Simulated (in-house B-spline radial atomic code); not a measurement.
**I¹⁶⁺: ionisation energy by several methods**

How far do functionals differ on the ionisation energy of I¹⁶⁺? Each run solves I¹⁶⁺ and then the next ion ([Ar] 3d10 4s2 4p6).

Program: in-house B-spline radial atomic code version 1. Level of theory: Dirac-Coulomb, several functionals; spherical all-electron atom at the radial basis limit. These are calculated values, not measurements, unless marked.

### Step 1. What is computed

| Property | Result |
| --- | --- |
| element | iodine (Z = 53) |
| charge | +16 |
| electrons | 37 |
| configuration | [Kr] 4d1 |
| nucleus | Fermi, rms radius 4.750 fm |

The outer shells:

[Kr] 4d1
```
[Kr] core
4d [↑ ][  ][  ][  ][  ]
```

The boxes only draw the filling; these runs are spin-restricted and spherical.

### Step 2. BP86, a GGA

Settings, as recorded:

```ini
Z = 53
electrons = 37.0
configuration = [Kr] 4d1
hamiltonian = dirac
method = b88,p86
spin_polarised = False
nucleus = fermi
rms_radius = 4.75
mass_number = 127
atomic_mass = 126.904472592
speed_of_light = 137.035999084
```

### Step 3. LDA (PW92)

Settings: those of step 2 with these lines changed.

```diff
@@ -4,3 +4,3 @@
 hamiltonian = dirac
-method = b88,p86
+method = lda,pw
 spin_polarised = False
```

Before running: The tabulated ionisation energy is 393 ± 3 eV (tabulated theoretical; NIST Atomic Spectra Database). What does each method give, and which comes nearest?

The runs gave:

| method | rung | total energy (hartree) | ΔSCF (eV) | with Breit, QED, recoil (eV) | −ε highest (eV) | corrected ΔSCF less tabulated (eV) |
| --- | --- | --- | --- | --- | --- | --- |
| LDA (PW92) | LDA | -7017.3272 | 393.45 | 393.40 | 377.42 (4d5/2) | +0.40 |
| BP86 | GGA | -7024.4289 | 393.28 | 393.23 | 377.28 (4d5/2) | +0.23 |

**Reading.** Against the tabulated ionisation energy, 393 ± 3 eV (tabulated theoretical; NIST Atomic Spectra Database), the best here is BP86 (+0.23 eV) and the worst LDA (PW92) (+0.40 eV, or 0.10 %). The table's own uncertainty is as large as these misses, so the order means little. Open shells are averaged (over orientations, and over spins where the run is restricted), while tables refer to the lowest levels. For the semilocal functionals minus the highest level recovers only 96 % of their own ΔSCF value, a mark of self-interaction.

Members of this set that are not shown: 2 used exact exchange with fractional occupations of an open shell, which is unsound here.
